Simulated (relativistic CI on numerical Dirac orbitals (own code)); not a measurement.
# Co³⁺: one ion under different settings

Aim: see what numerical and physical settings do to the SCF, the total energy and the lowest levels of Co³⁺.

Method: Dirac-Coulomb-Breit CI, KLI orbitals optimised for each configuration, model QED (radiative potential, 1s self-energy scaled to tabulated hydrogen-like ionisation energies), numerical settings as typed. Code: relativistic CI on numerical Dirac orbitals (own code) version 3.

**1. The atom as given**

```
ion            : Co³⁺ (Co IV)
nuclear charge : 27
electrons      : 24
isotope        : A = 59
```

**2. The usual input**

Input settings:

```ini
atom Co  Z=27  charge=3  electrons=24
nucleus A=59  rms_radius_fm=3.7875
hamiltonian dirac-coulomb  breit=on  qed=on  c_scale=1
orbitals kli  potential=per-configuration
slater_scale 1
correlation none
mixing on
grid step=0.0125 r_max=37.3
scf mixing=0.4 start=green max_iterations=150 tolerance=2e-08 node_fill=0.05
configurations
  [Ar] 3d6
  [Ar] 3d5 4s
  [Ar] 3d5 4p
end
```

Launch:

```sh
$ python run_levels.py task.json out
```

One command runs all members of the session, one after another, from task.json.

**3. Node fill 0.2, grid step 0.02, Slater scale 0.6**

Input settings:

```ini
atom Co  Z=27  charge=3  electrons=24
nucleus A=59  rms_radius_fm=3.7875
hamiltonian dirac-coulomb  breit=on  qed=on  c_scale=1
orbitals kli  potential=per-configuration
slater_scale 0.6
correlation none
mixing on
grid step=0.02 r_max=37.3
scf mixing=0.4 start=green max_iterations=150 tolerance=2e-08 node_fill=0.2
configurations
  [Ar] 3d6
  [Ar] 3d5 4s
  [Ar] 3d5 4p
end
```

**4. Start potential previous, potential mixing 0.9, tolerance 1e-05**

Input settings:

```ini
atom Co  Z=27  charge=3  electrons=24
nucleus A=59  rms_radius_fm=3.7875
hamiltonian dirac-coulomb  breit=on  qed=on  c_scale=1
orbitals kli  potential=per-configuration
slater_scale 1
correlation none
mixing on
grid step=0.0125 r_max=37.3
scf mixing=0.9 start=previous max_iterations=150 tolerance=1e-05 node_fill=0.05
configurations
  [Ar] 3d6
  [Ar] 3d5 4s
  [Ar] 3d5 4p
end
```

**5. Iteration limit 30, QED terms off**

Input settings:

```ini
atom Co  Z=27  charge=3  electrons=24
nucleus A=59  rms_radius_fm=3.7875
hamiltonian dirac-coulomb  breit=on  qed=off  c_scale=1
orbitals kli  potential=per-configuration
slater_scale 1
correlation none
mixing on
grid step=0.0125 r_max=37.3
scf mixing=0.4 start=green max_iterations=30 tolerance=2e-08 node_fill=0.05
configurations
  [Ar] 3d6
  [Ar] 3d5 4s
  [Ar] 3d5 4p
end
```

**6. Iteration limit 30, node fill 0.2, QED terms off**

The settings differ from step 5 so:

```diff
@@ -8,3 +8,3 @@
 grid step=0.0125 r_max=37.3
-scf mixing=0.4 start=green max_iterations=30 tolerance=2e-08 node_fill=0.05
+scf mixing=0.4 start=green max_iterations=30 tolerance=2e-08 node_fill=0.2
 configurations
```

**7. Nuclear radius 37.875**

Input settings:

```ini
atom Co  Z=27  charge=3  electrons=24
nucleus A=59  rms_radius_fm=37.8750
hamiltonian dirac-coulomb  breit=on  qed=on  c_scale=1
orbitals kli  potential=per-configuration
slater_scale 1
correlation none
mixing on
grid step=0.0125 r_max=37.3
scf mixing=0.4 start=green max_iterations=99 tolerance=2e-08 node_fill=0.05
configurations
  [Ar] 3d6
  [Ar] 3d5 4s
  [Ar] 3d5 4p
end
```

**8. Node fill 50**

Input settings:

```ini
atom Co  Z=27  charge=3  electrons=24
nucleus A=59  rms_radius_fm=3.7875
hamiltonian dirac-coulomb  breit=on  qed=on  c_scale=1
orbitals kli  potential=per-configuration
slater_scale 1
correlation none
mixing on
grid step=0.0125 r_max=37.3
scf mixing=0.4 start=green max_iterations=59 tolerance=2e-08 node_fill=50
configurations
  [Ar] 3d6
  [Ar] 3d5 4s
  [Ar] 3d5 4p
end
```

(Steps that only read results are left out.)

Q: Predict the outcome of this session. Wanted: lowest level, usual settings; total energy; first excitation.

As calculated:

| setting | total energy less usual (Ha) | largest shift of a level among the lowest eight of both runs, same label and place (cm⁻¹) | SCF iterations | time | lowest level | kind of change |
| --- | --- | --- | --- | --- | --- | --- |
| usual | 0 | 0 | 36 | 0.18 s | 3d6 5D4 | - |
| node fill 0.2, grid step 0.02, Slater scale 0.6 | 0.075 | 10400 | 36 | 0.13 s | 3d6 5D4 | model term |
| start potential previous, potential mixing 0.9, tolerance 1e-05 | 0 | 0 | 22 | 0.16 s | 3d6 5D4 | numerical |
| iteration limit 30, QED terms off | -0.356 | 5.92 | 36 | 0.15 s | 3d6 5D4 | model term |
| iteration limit 30, node fill 0.2, QED terms off | -0.352 | 178 | 36 | 0.15 s | 3d6 5D4 | model term |
| nuclear radius 37.875 | 0.436 | 1.47 | 36 | 0.18 s | 3d6 5D4 | unsound |
| node fill 50 | 0.38 | 2280 | 41 | 0.21 s | 3d6 5D4 | unsound |

| quantity | value |
| --- | --- |
| lowest level, usual settings | 3d6 5D4 |
| total energy | -1389.2423 Ha |
| first excitation | 619.4 cm⁻¹ |

In words: Among the runs whose levels can be followed, they move most under «node fill 0.2, grid step 0.02, Slater scale 0.6» (model term), by up to 10400 cm⁻¹. No visible change in the result comes from «start potential previous, potential mixing 0.9, tolerance 1e-05». Only the listed configurations are in the model. Near neutrality, missing correlation can shift configurations against each other by thousands of cm⁻¹.
